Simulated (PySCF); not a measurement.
# C2HBrF2O: the cost of one run

The runs use PySCF 2.14.0; levels as typed in each script, gas phase, geometry from GFN2-xTB.

1 further run of the same task is left out (it didn't finish).

### Step 1. The system as given

SMILES `O=C(Br)C(F)F`, 7 atoms, charge 0, spin multiplicity 1.

Bond lengths: O1–C2 1.177 Å, C2–Br3 1.927 Å, C2–C4 1.530 Å, C4–F5 1.345 Å, C4–F6 1.342 Å, C4–H7 1.105 Å. Angles: O1–C2–Br3 122.3°, O1–C2–C4 127.5°, Br3–C2–C4 110.2°, C2–C4–F5 110.9°, C2–C4–F6 110.3°, C2–C4–H7 110.5°, F5–C4–F6 107.7°, F5–C4–H7 108.5°, F6–C4–H7 108.9°.

Coordinates:

```
atom     x (Å)     y (Å)     z (Å)
  O1   0.44039   1.83948  -0.24158
  C2   0.30484   0.69374  -0.01031
 Br3  -1.42774  -0.14947   0.03384
  C4   1.39521  -0.31916   0.34383
  F5   1.27041  -1.43623  -0.39441
  F6   2.60893   0.19884   0.09835
  H7   1.33350  -0.59557   1.41176
```

### Step 2. Localised orbitals (BLYP/def2-svpd)

input.py reads:

```python
import numpy as np
from pyscf import gto, scf, dft, lo
from pyscf.data.elements import chemcore

def solve(mol, dm0=None, hcore=None):
    mf = (dft.UKS if mol.spin else dft.RKS)(mol, xc='blyp')
    mf.grids.level = 3
    mf = mf.density_fit(auxbasis='def2-universal-jkfit')
    mf.conv_tol, mf.max_cycle = 1e-8, 80
    if hcore is not None:
        mf.get_hcore = lambda *args: hcore
    mf.kernel(dm0)
    if not mf.converged:
        mf = mf.newton().run(mf.mo_coeff, mf.mo_occ, max_cycle=30)
    assert mf.converged, 'SCF not converged'
    return mf

mol = gto.M(atom='''
O      0.44039     1.83948    -0.24158
C      0.30484     0.69374    -0.01031
Br    -1.42774    -0.14947     0.03384
C      1.39521    -0.31916     0.34383
F      1.27041    -1.43623    -0.39441
F      2.60893     0.19884     0.09835
H      1.33350    -0.59557     1.41176
''', basis='def2-svpd', charge=0, spin=0, verbose=4)
mf = solve(mol)
occ_all = mf.mo_coeff[:, mf.mo_occ > 0]
occ = occ_all[:, chemcore(mol):]
loc = lo.ibo.ibo(mol, occ, iaos=lo.iao.iao(mol, occ_all))
fock, s = mf.get_fock(), mf.get_ovlp()
ortho = lo.orth_ao(mol, 'meta_lowdin')
ortho = lo.vec_lowdin(lo.iao.iao(mol, occ_all), s)
labels = lo.iao.reference_mol(mol).ao_labels(fmt=None)
vir = lo.vvo.livvo(mol, occ_all, mf.mo_coeff[:, mf.mo_occ == 0])
both = np.hstack([loc, vir])
p = (ortho.T @ s @ both) ** 2
pop = np.array([p[[l[0] == a for l in labels]].sum(0) for a in range(mol.natm)])
spd = np.array([[p[[l[0] == a and l[2][-1] == k for l in labels]].sum(0) for k in 'spd'] for a in range(mol.natm)])
eps = np.einsum('pi,pq,qi->i', both, fock, both)
for i in np.argsort(eps):
    top = np.argsort(-pop[:, i])[:3]
    print('%3d %s %9.4f Eh ' % (i + 1, 'occ' if i < loc.shape[1] else 'vir', eps[i]), '  '.join('%s%d %.3f' % (mol.atom_symbol(a), a + 1, pop[a, i]) for a in top))
np.savez('result.npz', c=both, nocc=loc.shape[1], pop=pop, spd=spd, eps=eps, e=mf.e_tot)
```

The run is started by

```
$ OMP_NUM_THREADS=1 python input.py
```

Q: Estimate wall time and peak memory on 1 thread of Arm Neoverse V2, shared host.

About 25 s, with a peak of 0.56 GiB.
